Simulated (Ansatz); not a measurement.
**Ru (sc type): how the settings move a single-point run**

Question: which choices in the input matter for Ru (sc type)?

Computed with Ansatz 0.2.0 (reference: DFT, LDA, all-electron LAPW, scalar-relativistic, unless a step's input says otherwise).

1 further run of the same task is left out (set aside as unsound or not needed). Runs told in other sessions of the task aren't counted.

**1. The structure to begin with**

It takes space group Pm-3m (No. 221, cubic). Conventional cell: a = 1.888 Å, b = 1.888 Å, c = 1.888 Å, α = 90.00°, β = 90.00°, γ = 90.00°. Ru (site symmetry m-3m) has 6 Ru at 1.89 Å in its first shell of neighbours.

As a file:

```
Ru
1.0
     1.88843    0.00000    0.00000
     0.00000    1.88843    0.00000
     0.00000    0.00000    1.88843
Ru
1
Cartesian
  0.0000 0.0000 0.0000
```

**2. Baseline**

File input.yaml:

```yaml
crystal:
  lattice:
    - [1.8884285369, 0.0, 0.0]
    - [0.0, 1.8884285369, 0.0]
    - [0.0, 0.0, 1.8884285369]
  atoms:
    - { symbol: Ru, position: [0.0, 0.0, 0.0] }
kpoints:
  mp_grid: { grid: [17, 17, 17] }
scf:
  occupations: { method: fermi_dirac, width: 0.1 }
hamiltonian:
  xc: lda
  pseudopotentials: { kind: all_electron, lapw: { basis_error: 0.001 } }
output:
  forces: true
  stress: true
  eigenvalues: true
  populations: true
```

On the command line:

```sh
ansatz run input.yaml --threads 1 --pin off --max-ram 2048MiB --backend cpu --events-out ev --progress --plain --runs-dir out
```

**3. Variant: dr2_threshold 1.0e-11, n_extra_bands 32**

input.yaml: that of step 2 with these lines changed.

```diff
@@ -11,2 +11,4 @@
   occupations: { method: fermi_dirac, width: 0.1 }
+  convergence: { dr2_threshold: 1.0e-11 }
+  n_extra_bands: 32
 hamiltonian:
```

Before running it: what results should come out? Wanted: for each run, ending; energy change; pressure; gap; force.

The runs gave:

```csv
run,ending,energy change,pressure (GPa),gap (eV),force (eV/Å),cycles,time
reference,converged,0,1254.0,0.00,0.00,5,19 s
"1: dr2_threshold 1.0e-11, n_extra_bands 32",converged,0.0 meV/atom,1254.0,0.00,0.00,7,53 s
```

Residual by cycle in the longest SCF loop of each run; runs are numbered as in the table. The quantity is the density residual dr2, in eV.

```csv
cycle,reference,run 1
1,0.0326,0.0326
2,0.0108,0.0108
3,5.0e-4,5.0e-4
4,1.3e-6,1.3e-6
5,3.3e-8,3.2e-8
6,-,2.0e-10
7,-,2.3e-13
```

What this shows: Same state: the changed convergence setting and band count leaves the energy within 0.5 meV/atom. Cost: 7 SCF cycles against 5, 53 s against 19 s. The structure is not at rest: the sound run finds 1254 GPa, so these are no properties of the relaxed crystal. 
